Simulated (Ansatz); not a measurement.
**CH₅Cl₃SSiTi: one species, many methods**

One table from this session's results is given with a row withheld; the runs are named, their logs left out.

Method: functionals in def2-TZVPP, the program's frozen cores in correlated methods; program: Ansatz 0.2.0, Gaussian basis.

The runs, in order: LDA (SPW92), PBE-D4, revPBE-D4, BLYP-D4, r2SCAN-D4, B97M-V, PBE0-D4, B3LYP-D4, r2SCANh-D4, r2SCAN0-D4, HSE06-D4, BHLYP-D4, CAM-B3LYP-D4, LC-ωPBE, ωB97X-V, ωB97M-V, B2PLYP, PBE-QIDH; CCSD(T)/def2-SVP; CCSD(T)/def2-TZVPP; MP2/def2-QZVPP; extrapolation to the limit; RPA on PBE.

## Structure used throughout

An earlier PBE0-D4 in a triple-zeta def2 set relaxation fixed the geometry.

12 atoms, charge 0, spin multiplicity 1.

Atoms are counted from 1 here; the program's logs count them from 0.

Bond lengths: C1–Si2 1.860 Å, C1–H8 1.091 Å, C1–H9 1.094 Å, C1–H10 1.091 Å, Si2–S3 2.168 Å, Si2–H11 1.485 Å, Si2–H12 1.483 Å, S3–Ti4 2.228 Å, Ti4–Cl5 2.179 Å, Ti4–Cl6 2.178 Å, Ti4–Cl7 2.168 Å. Angles: Si2–C1–H8 111.8°, Si2–C1–H9 108.7°, Si2–C1–H10 110.9°, H8–C1–H9 108.2°, H8–C1–H10 108.6°, H9–C1–H10 108.5°, C1–Si2–S3 113.3°, C1–Si2–H11 110.9°, C1–Si2–H12 112.1°, S3–Si2–H11 102.9°, S3–Si2–H12 107.3°, H11–Si2–H12 109.8°, Si2–S3–Ti4 103.0°, S3–Ti4–Cl5 109.9°, S3–Ti4–Cl6 108.2°, S3–Ti4–Cl7 106.4°, Cl5–Ti4–Cl6 109.2°, Cl5–Ti4–Cl7 110.8° and more.

The first run:

File in.yaml:

```yaml
crystal:
  periodic: [false, false, false]
  atoms:
    - {symbol: C, position_ang: [-1.726675, -0.086545, -0.082043]}
    - {symbol: Si, position_ang: [-0.561598, -0.449208, 1.321282]}
    - {symbol: S, position_ang: [1.380857, -1.154255, 0.664319]}
    - {symbol: Ti, position_ang: [1.933728, 0.307200, -0.923982]}
    - {symbol: Cl, position_ang: [0.887667, -0.177921, -2.773314]}
    - {symbol: Cl, position_ang: [1.333148, 2.291962, -0.259383]}
    - {symbol: Cl, position_ang: [4.079481, 0.143188, -1.188085]}
    - {symbol: H, position_ang: [-1.409426, 0.784497, -0.657431]}
    - {symbol: H, position_ang: [-2.719336, 0.118992, 0.329344]}
    - {symbol: H, position_ang: [-1.802019, -0.940900, -0.757051]}
    - {symbol: H, position_ang: [-1.062263, -1.576287, 2.147957]}
    - {symbol: H, position_ang: [-0.333564, 0.739268, 2.178367]}
basis:
  gaussian: {orbitals: def2-TZVPP}
hamiltonian: {xc: lda}
output: {orbitals: {seedname: orbitals}}
```

Among the steps run: LDA; PBE-D4 (GGA); revPBE-D4 (GGA); BLYP-D4 (GGA); r2SCAN-D4 (meta-GGA); B97M-V (meta-GGA); PBE0-D4 (hybrid); B3LYP-D4 (hybrid); r2SCANh-D4 (hybrid); r2SCAN0-D4 (hybrid); HSE06-D4 (hybrid); BHLYP-D4 (hybrid); CAM-B3LYP-D4 (range-separated); LC-ωPBE (range-separated); ωB97X-V (range-separated); ωB97M-V (range-separated); B2PLYP (double hybrid); PBE-QIDH (double hybrid).

One table of the session follows, with a row left open; its other results are not shown here.

It belongs to the step «Frontier levels by functional». 

| functional | HOMO (eV) | LUMO (eV) | gap (eV) |
| --- | --- | --- | --- |
| LDA (SPW92) | -7.04 | -4.49 | 2.55 |
| PBE-D4 | -6.92 | -4.28 | 2.63 |
| revPBE-D4 | -6.86 | -4.21 | 2.66 |
| BLYP-D4 | -6.74 | -4.13 | 2.61 |
| r2SCAN-D4 | -7.22 | -4.27 | 2.95 |
| B97M-V | -7.32 | -4.28 | 3.04 |
| PBE0-D4 | -8.09 | -3.44 | 4.65 |
| B3LYP-D4 | -7.84 | -3.63 | 4.21 |
| r2SCANh-D4 | -7.65 | -3.94 | 3.71 |
| r2SCAN0-D4 | -8.29 | -3.41 | 4.88 |
| HSE06-D4 | -7.70 | -3.81 | 3.88 |
| BHLYP-D4 | -9.12 | -2.35 | 6.76 |
| CAM-B3LYP-D4 | -9.34 | -2.38 | 6.96 |
| LC-ωPBE | ? | ? | ? |
| ωB97X-V | -10.35 | -1.38 | 8.97 |
| ωB97M-V | -10.18 | -1.33 | 8.85 |

Estimate the missing values for LC-ωPBE.

The run gave: HOMO (eV): -10.70; LUMO (eV): -1.42; gap (eV): 9.27. In the column «HOMO (eV)» it is the lowest.
